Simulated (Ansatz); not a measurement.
# AsH (triplet): wave-function methods side by side at distance As1–H2 = 1.888 Å, cc-pVTZ

How much of the correlation energy of AsH (triplet) does each wave-function method recover here?

Method: cc-pVTZ, core rule «outside noble gas», up to 14 orbitals frozen; program: Ansatz 0.2.0, Gaussian basis.

To be run: UHF; CCSD(T) on ROHF; CCSD(T) on UHF; BCCD(T) on ROHF; CISD as a restricted active space (open shells left free, so some higher excitations enter); CCSDT(Q) on ROHF; CCSDT(Q) on UHF; CCSDTQ on ROHF; CASSCF and MRCISD+Q, 4 electrons in 4 orbitals; CASSCF and NEVPT2, 4 electrons in 4 orbitals; CASSCF and MRCISD+Q, 6 electrons in 5 orbitals; CASSCF and NEVPT2, 6 electrons in 5 orbitals; Full CI.

2 further runs of the same task are left out: 1 for a known fault of the program, 1 that didn't finish. Runs told in other sessions of the task aren't counted.

## Step 1: What is computed

The geometry derives from a PBE0/def2-TZVP stationary point (not a proven minimum). One bond is set to the value named and the two fragments are kept rigid. No spin-orbit coupling is included. The filled d shell of As may be among the frozen orbitals whatever the setting's name suggests.

2 atoms, charge 0, spin multiplicity 3.

Atoms are counted from 1 here; the program's logs count them from 0.

No contacts short enough for the rule that draws bonds.

## Step 2: UHF

in.yaml

```yaml
crystal:
  periodic: [false, false, false]
  atoms:
    - {symbol: As, position_ang: [0.000000, 0.000000, 0.000000]}
    - {symbol: H, position_ang: [0.000000, 0.000000, 1.888000]}
basis:
  gaussian: {orbitals: cc-pVTZ}
magnetization: {spin_polarized: true, initial_magnetization: 2}
hamiltonian: {xc: hf}
output: {orbitals: {seedname: orbitals}}
```

On the command line:

```console
$ ansatz run in.yaml --threads 1 --pin off --events-out ev --progress --plain --max-ram 4096MiB --backend cpu
```

Further steps of the session: CCSD(T) on ROHF; CCSD(T) on UHF; BCCD(T) on ROHF; CISD as a restricted active space (open shells left free, so some higher excitations enter); CCSDT(Q) on ROHF; CCSDT(Q) on UHF; CCSDTQ on ROHF; CASSCF and MRCISD+Q, 4 electrons in 4 orbitals; CASSCF and NEVPT2, 4 electrons in 4 orbitals; CASSCF and MRCISD+Q, 6 electrons in 5 orbitals; CASSCF and NEVPT2, 6 electrons in 5 orbitals; Full CI.

Before running them: what should the planned runs give, taken together? Wanted: FCI from the RHF energy; RMP2 from FCI; UMP2 from FCI; RCCSD from FCI; RCCSD(T) from FCI; UCCSD(T) from FCI; RCCSDT(Q) from FCI; UCCSDT(Q) from FCI; NEVPT2 pair from FCI.

The runs gave:

```
                         quantity                                                                                                        value
          FCI from the ROHF energy                                                                                                   -3.6213 eV
                    RMP2 from FCI                                                                                                   +778.0 meV
                    UMP2 from FCI                                                                                                   +790.0 meV
                   RCCSD from FCI                                                                                                   +154.3 meV
                RCCSD(T) from FCI                                                                                                    +29.3 meV
                UCCSD(T) from FCI                                                                                                    +19.3 meV
               RCCSDT(Q) from FCI                                                                                                     +0.4 meV
               UCCSDT(Q) from FCI                                                                                                     -9.7 meV
             NEVPT2 pair from FCI                                                                                                   +580.1 meV
           MRCISD+Q pair from FCI                                                                                                    +11.0 meV
          NEVPT2 valence from FCI                                                                                                   +620.6 meV
levels within 1 kcal/mol (43 meV)  RCCSD(T), UCCSD(T), BCCD(T), RCCSDT, UCCSDT, RCCSDT(Q), UCCSDT(Q), RCCSDTQ, MRCISD+Q pair, MRCISD+Q valence
                    T1 diagnostic                                                                                                        0.026
   effectively unpaired electrons                                                                                                         2.08
```

In words: RCCSD(T) lands +29.3 meV from the yardstick (0.8 % of the correlation energy). UCCSDT, UCCSDT(Q) fall below full CI: unrestricted runs freeze a spin-polarised core, another one than full CI's, and coupled cluster isn't variational. One determinant dominates. Of the multireference levels listed MRCISD+Q pair comes nearest in total energy (+11.0 meV), which doesn't show that its space is the better one. These misses are within one basis, not against nature; the frozen cores of restricted and unrestricted runs differ, which can shift their rows.

Levels on UHF freeze UHF's core orbitals, full CI those of ROHF, so the U rows can settle a little off it for that reason alone.

With open shells the CI space here admits some higher excitations, so it is larger than plain CISD.
